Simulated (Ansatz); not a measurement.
# Si2Mo: the cost of one run

Computed with Ansatz 0.2.0 (DFT PBEsol, scalar-relativistic, unless a step's input says otherwise).

### Step 1. The starting structure

Symmetry: I4/mmm, No. 139, tetragonal system. The conventional cell has a = 3.200 Å, b = 3.200 Å, c = 7.861 Å, α = 90.00°, β = 90.00°, γ = 90.00°. Si (site symmetry 4mm) is surrounded by 5 Si at 2.61 to 2.63 Å and 5 Mo at 2.62 Å. Around Mo (site symmetry 4/mmm) lie 10 Si at 2.62 Å.

Coordinates:

```xyz
3
Lattice="-1.6000 1.6000 3.9305 1.6000 -1.6000 3.9305 1.6000 1.6000 -3.9305" Properties=species:S:1:pos:R:3 pbc="T T T"
Si    0.0000    0.0000    2.6177
Si    0.0000    0.0000    5.2433
Mo    0.0000    0.0000    0.0000
```

Atoms are numbered in the order of the input: Si1, Si2, Mo3.

### Step 2. The deformed structure

Space group I4/mmm before, I4/mmm after.

### Step 3. All-electron LAPW

The input, input.yaml:

```yaml
crystal:
  lattice:
    - [-1.648, 1.648, 3.9305]
    - [1.648, -1.648, 3.9305]
    - [1.648, 1.648, -3.9305]
  atoms:
    - { symbol: Si, position: [0.333, 0.333, 0.0] }
    - { symbol: Si, position: [0.667, 0.667, 0.0] }
    - { symbol: Mo, position: [0.0, 0.0, 0.0] }
kpoints:
  mp_grid: { grid: [12, 12, 16] }
  band_path:
    path:
      - [0.0, 0.0, 0.0]
      - [0.0, 0.0, 0.5]
      - [0.25, 0.25, 0.25]
      - [0.0, 0.5, 0.0]
      - [0.0, 0.0, 0.0]
      - [0.5, 0.5, -0.5]
      - [0.2939499942, 0.7060500058, -0.2939499942]
      - [-0.2939499942, 0.2939499942, 0.2939499942]
      - [0.0, 0.0, 0.0]
    npoints: 5
scf:
  occupations: { method: fermi_dirac, width: 0.03 }
hamiltonian:
  xc: pbesol
  pseudopotentials: { kind: all_electron, lapw: { basis_error: 0.001 } }
output:
  forces: true
  stress: true
  eigenvalues: true
```

On the command line:

```console
ansatz run input.yaml --threads 1 --pin off --max-ram 6144MiB --backend cpu --events-out ev --progress --plain --runs-dir out
```

**Question.** How long does this run take on 1 thread of Arm Neoverse V2, shared host, and how much memory does it need?

About 2.6 min, with a peak of 1.8 GiB.
